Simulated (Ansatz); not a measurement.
# GaAsH₄ (triplet): relaxing a cheap start

Where does this start of GaAsH₄ (triplet) end when it is relaxed?

Computed with Ansatz 0.2.0, Gaussian basis. Level: UKS PBE0/def2-TZVP.

### 1 The starting structure

6 atoms, charge 0, spin multiplicity 3.

Atoms are counted from 1 here; the program's logs count them from 0.

Bond lengths: Ga1–As2 2.384 Å, Ga1–H3 1.602 Å, Ga1–H4 1.588 Å, As2–H5 1.582 Å. Angles: As2–Ga1–H3 127.3°, As2–Ga1–H4 121.9°, H3–Ga1–H4 110.8°, Ga1–As2–H5 100.2°.

Geometry (Å):

```xyz
6
charge 0, multiplicity 3
Ga   -1.2218   -0.0618    0.0073
As    1.1588    0.0676   -0.0069
H    -2.2596    1.1585    0.0111
H    -1.9873   -1.4527    0.0143
H     1.3546    1.6379   -0.0109
H     1.2703   -2.0951   -0.0036
```

The start was built by rule and, where that kept it together, relaxed with GFN2-xTB. Sticks and bond lists go by distance. No spin-orbit coupling is included. 

### 2 Relaxation

in.yaml

```yaml
crystal:
  periodic: [false, false, false]
  atoms:
    - {symbol: Ga, position_ang: [-1.221754, -0.061827, 0.007252]}
    - {symbol: As, position_ang: [1.158799, 0.067647, -0.006895]}
    - {symbol: H, position_ang: [-2.259555, 1.158473, 0.011072]}
    - {symbol: H, position_ang: [-1.987288, -1.452720, 0.014282]}
    - {symbol: H, position_ang: [1.354646, 1.637902, -0.010926]}
    - {symbol: H, position_ang: [1.270331, -2.095149, -0.003571]}
basis:
  gaussian: {orbitals: def2-TZVP}
magnetization: {spin_polarized: true, initial_magnetization: 2}
hamiltonian: {xc: pbe0}
relax: {f_tol: 0.004, max_steps: 80}
```

Launch:

```console
$ ansatz run in.yaml --threads 1 --pin off --events-out ev --progress --plain --max-ram 2176MiB
```

What does the calculation give? Wanted: energy gained; shift from the start; total energy; dipole moment; ⟨S²⟩.

**Answer**, as computed:

| quantity | value |
| --- | --- |
| steps | 7 |
| energy gained | 0.208 eV |
| shift from the start (rms) | 0.186 Å |
| total energy | -113266.7855 eV |
| dipole moment | 0.62 D |
| ⟨S²⟩ | 2.015 |

In words: By distance, As2–H6 formed. As2–H6 went from 2.166 to 1.680 Å. No vibrations were run, so this is a stationary point, not a proven minimum, and this spin need not be the ground state's.
